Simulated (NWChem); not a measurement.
**One shape, several levels: AlCl2F (SMILES [F][Al]([Cl])[Cl])**

We compute a comparison of 6 runs (HF/STO-3G, HF/3-21G, B3LYP/6-31G*, MP2/def2-SVPD, MP2/cc-pVTZ) of AlCl2F. 

The calculation is run with NWChem 7.3.0.

1 further run of the same task is left out (set aside as unsound or not needed).

### 1 Starting point

AlCl2F has 4 atoms, charge 0, and is taken as a singlet. SMILES: `[F][Al]([Cl])[Cl]`. The shape is that of a PBE0-D4/def2-TZVP optimisation.

Bond lengths: F1–Al2 1.633 Å, Al2–Cl3 2.065 Å, Al2–Cl4 2.065 Å. Angles: F1–Al2–Cl3 119.2°, F1–Al2–Cl4 119.2°, Cl3–Al2–Cl4 121.5°.

### 2 Energy and gradient at HF/STO-3G (run 1)

run.nw

```
echo
start run
memory 2200 mb

geometry units angstroms noautosym nocenter noautoz
 F     0.087420    0.388220    1.682350
 Al    0.004800    0.021530    0.093600
 Cl    1.223040   -1.463690   -0.663450
 Cl   -1.315270    1.053930   -1.112510
end

basis spherical bse
 F library STO-3G
 Al library STO-3G
 Cl library STO-3G
end

scf
 thresh 1e-08
 maxiter 80
 print low
end

task scf gradient
```

Launch:

```console
$ nwchem run.nw > run.out
```

The log of the run:

```text
[...]
  functions       =    32
[...]
  wavefunction    = RHF
[...]
         Total SCF energy =  -1246.441400781542
      One-electron energy =  -2221.224229423992
      Two-electron energy =    730.487449196499
 Nuclear repulsion energy =    244.295379445950
        Time for solution =      1.2s
[...]
                         RHF ENERGY GRADIENTS
    atom               coordinates                        gradient
                 x          y          z           x          y          z
   1 F       0.165200   0.733629   3.179181    0.001621   0.007188   0.031129
   2 Al      0.009071   0.040686   0.176878   -0.001420  -0.006286  -0.027194
   3 Cl      2.311210  -2.765973  -1.253739    0.003952  -0.004470  -0.001250
   4 Cl     -2.485500   1.991639  -2.102339   -0.004153   0.003569  -0.002685
 Task  times  cpu:        1.7s     wall:        1.7s
 Total times  cpu:        1.7s     wall:        1.7s
```

It took 2.2 s on 1 thread of AMD EPYC 7R32 (Zen 2), shared host; peak memory 0.1 GiB.

### 3 Energy and forces at HF/3-21G (run 2)

alcl2f.nw

```
start alcl2f
memory stack 880 mb heap 220 mb global 1100 mb

geometry units angstrom noautosym nocenter noautoz
   F     0.087420    0.388220    1.682350
   Al    0.004800    0.021530    0.093600
   Cl    1.223040   -1.463690   -0.663450
   Cl   -1.315270    1.053930   -1.112510
end

basis spherical bse
   F library 3-21G
   Al library 3-21G
   Cl library 3-21G
end

scf
   thresh 1e-08
   maxiter 80
   noprint "final vectors analysis"
end

task scf gradient
```

Launch:

```console
$ nwchem alcl2f.nw > alcl2f.out
```

The log of the run:

```text
[...]
  functions       =    48
[...]
  wavefunction    = RHF
[...]
         Total SCF energy =  -1254.302676236829
      One-electron energy =  -2226.195615126250
      Two-electron energy =    727.597559443471
 Nuclear repulsion energy =    244.295379445950
        Time for solution =      1.2s
[...]
                         RHF ENERGY GRADIENTS
    atom               coordinates                        gradient
                 x          y          z           x          y          z
   1 F       0.165200   0.733629   3.179181   -0.000269  -0.001202  -0.005219
   2 Al      0.009071   0.040686   0.176878   -0.001486  -0.006597  -0.028564
   3 Cl      2.311210  -2.765973  -1.253739   -0.022095   0.026685   0.012828
   4 Cl     -2.485500   1.991639  -2.102339    0.023850  -0.018886   0.020956
[...]
```

Wall time 2.4 s (1 thread of AMD EPYC 7R32 (Zen 2), shared host); peak memory 0.099 GiB.

Runs 3 to 4 aren't shown in full; the table further down has their settings and results.

### 4 Energy and forces at MP2/def2-SVPD (run 5)

a.xyz

```xyz
4

F      0.087420     0.388220     1.682350
Al     0.004800     0.021530     0.093600
Cl     1.223040    -1.463690    -0.663450
Cl    -1.315270     1.053930    -1.112510
```

a.nw

```
start a
memory total 2200 mb
charge 0
geometry noautosym nocenter noautoz
  load a.xyz
end
basis "ao basis" spherical bse
  F library def2-SVPD
  Al library def2-SVPD
  Cl library def2-SVPD
end
scf
  thresh 1e-08
  maxiter 80
  print medium
end
mp2
  freeze core 16
  tight
end
task mp2 gradient
```

Launch:

```console
$ nwchem a.nw > a.out
```

The log of the run:

```text
[...]
  functions       =   101
[...]
  wavefunction    = RHF
[...]
         Total SCF energy =  -1260.160129382695
      One-electron energy =  -2233.268070229961
      Two-electron energy =    728.812561401315
 Nuclear repulsion energy =    244.295379445950
        Time for solution =     13.4s
[...]
          Total MP2 energy         -1260.700052067279
[...]
                         mp2 ENERGY GRADIENTS
    atom               coordinates                        gradient
                 x          y          z           x          y          z
   1 F       0.165200   0.733629   3.179181   -0.001227  -0.005456  -0.023653
   2 Al      0.009071   0.040686   0.176878    0.000736   0.003278   0.014235
   3 Cl      2.311210  -2.765973  -1.253739   -0.005424   0.006713   0.003706
   4 Cl     -2.485500   1.991639  -2.102339    0.005916  -0.004535   0.005712
[...]
```

Wall time 40 s (1 thread of AMD EPYC 7R32 (Zen 2), shared host); peak memory 0.33 GiB.

### 5 Energy and gradient at MP2/cc-pVTZ (run 6)

alcl2f.xyz

```xyz
4
AlCl2F
F      0.087420     0.388220     1.682350
Al     0.004800     0.021530     0.093600
Cl     1.223040    -1.463690    -0.663450
Cl    -1.315270     1.053930    -1.112510
```

run.py

```python
from ase.io import read
from ase.calculators.nwchem import NWChem

system = read('alcl2f.xyz')

calc = NWChem(
    label='alcl2f',
    theory='mp2',
    memory='2200 mb',
    basis='cc-pVTZ',
    basispar='spherical bse',
    scf={'nopen': '0', 'rhf': None, 'thresh': '1e-08', 'maxiter': '80'},
    mp2={'freeze': 'core 16', 'tight': None},
)
system.calc = calc

forces = system.get_forces()
print(f"energy = {system.get_potential_energy():.6f} eV")
print("forces (eV/A):")
for s, f in zip(system.symbols, forces):
    print(f"{s:2s} {f[0]:10.5f} {f[1]:10.5f} {f[2]:10.5f}")
```

Launch:

```console
$ export ASE_NWCHEM_COMMAND="nwchem PREFIX.nwi > PREFIX.nwo"
$ python run.py
```

The log of the run:

```text
energy = -34323.618284 eV
forces (eV/A):
F     0.02885    0.12850    0.55752
Al   -0.01568   -0.07035   -0.30648
Cl    0.14347   -0.17792   -0.09899
Cl   -0.15663    0.11971   -0.15206
```

The calculator wrote alcl2f.nwi:

```
title "alcl2f"

permanent_dir alcl2f

scratch_dir alcl2f

start alcl2f

geometry units angstrom nocenter noautosym noautoz
  F  8.7419999999999998e-02 3.8822000000000001e-01 1.6823500000000000e+00
  Al 4.7999999999999996e-03 2.1530000000000001e-02 9.3600000000000003e-02
  Cl 1.2230399999999999e+00 -1.4636899999999999e+00 -6.6344999999999998e-01
  Cl -1.3152699999999999e+00 1.0539300000000000e+00 -1.1125100000000001e+00
end

memory 2200 mb

basis spherical bse noprint
   * library cc-pVTZ
end

scf
  nopen 0
  rhf
  thresh 1e-08
  maxiter 80
end
mp2
  freeze core 16
  tight
end

task mp2 gradient
```

alcl2f.nwo:

```text
Northwest Computational Chemistry Package (NWChem) 7.3.0
             --------------------------------------------------------

           Job information
           ---------------

    nwchem branch   = 7.3.0
    use scalapack   = T
    input           = alcl2f.nwi
    prefix          = alcl2f.
    data base       = alcl2f/alcl2f.db
    status          = startup
    nproc           =        1

           Memory information
           ------------------

[... 5 lines left out ...]
    hardfail = no
[... 122 lines left out ...]
 Convergence threshold     :          1.000E-08
[... 17 lines left out ...]
      One-electron energy =  -2234.639872044115
[... 48 lines left out ...]
                       ROHF Final Molecular Orbital Analysis
[... 466 lines left out ...]
  MP2 natural orbitals output to alcl2f/alcl2f.mp2nos
[... 10 lines left out ...]
                 ----------------------------------------
                 |  Time  |  1-e(secs)   |  2-e(secs)   |
                 ----------------------------------------
                 |  CPU   |       0.02   |      62.55   |
                 ----------------------------------------
                 |  WALL  |       0.02   |      62.55   |
                 ----------------------------------------
 -----------------------
 Task  times  cpu:      487.0s     wall:      487.0s
 Total times  cpu:      487.0s     wall:      487.0s
```

Wall time 8.1 min (1 thread of AMD EPYC 7R32 (Zen 2), shared host); peak memory 0.65 GiB.

### 6 All runs side by side

```
run                               level  iteration cap  module   energy (Eh)  largest force (eV/Å)  wall time
  1                           HF/STO-3G             80     scf  -1246.441401                 1.645      2.2 s
  2                            HF/3-21G             80     scf  -1254.302676                 1.900      2.4 s
  3  B3LYP/6-31G* (spherical functions)            100     dft  -1262.870880                 0.410       17 s
  4  B3LYP/6-31G* (Cartesian functions)            100     dft  -1262.880441                 0.376       17 s
  5                       MP2/def2-SVPD             80     mp2  -1260.700052                 1.250       40 s
  6                         MP2/cc-pVTZ             80     mp2  -1261.369717                 0.573    8.1 min
```

### 7 Results

| quantity | value |
| --- | --- |
| run 6: total energy | -1261.36972 Eh |
| run 6: dipole moment (of the density that the program reports) | 0.36 D |
| run 6: HOMO energy (Hartree–Fock orbitals) | -12.99 eV |
| run 6: LUMO energy (Hartree–Fock orbitals) | 1.69 eV |
| run 6: HOMO–LUMO gap (Hartree–Fock orbitals) | 14.68 eV |
| run 6: correlation energy (16 core orbitals frozen) | -691.8 mEh |
| run 6: largest force on an atom | 0.573 eV/Å |

In words: Over runs 2, 3, 4, 5 the dipole moment (its size) runs from 0.12 D (B3LYP/6-31G*) to 0.42 D (MP2/def2-SVPD). The two ends differ in method and basis. In run 1 the basis is minimal, so the values are rough. All runs together took 9.5 min, the longest 8.1 min.
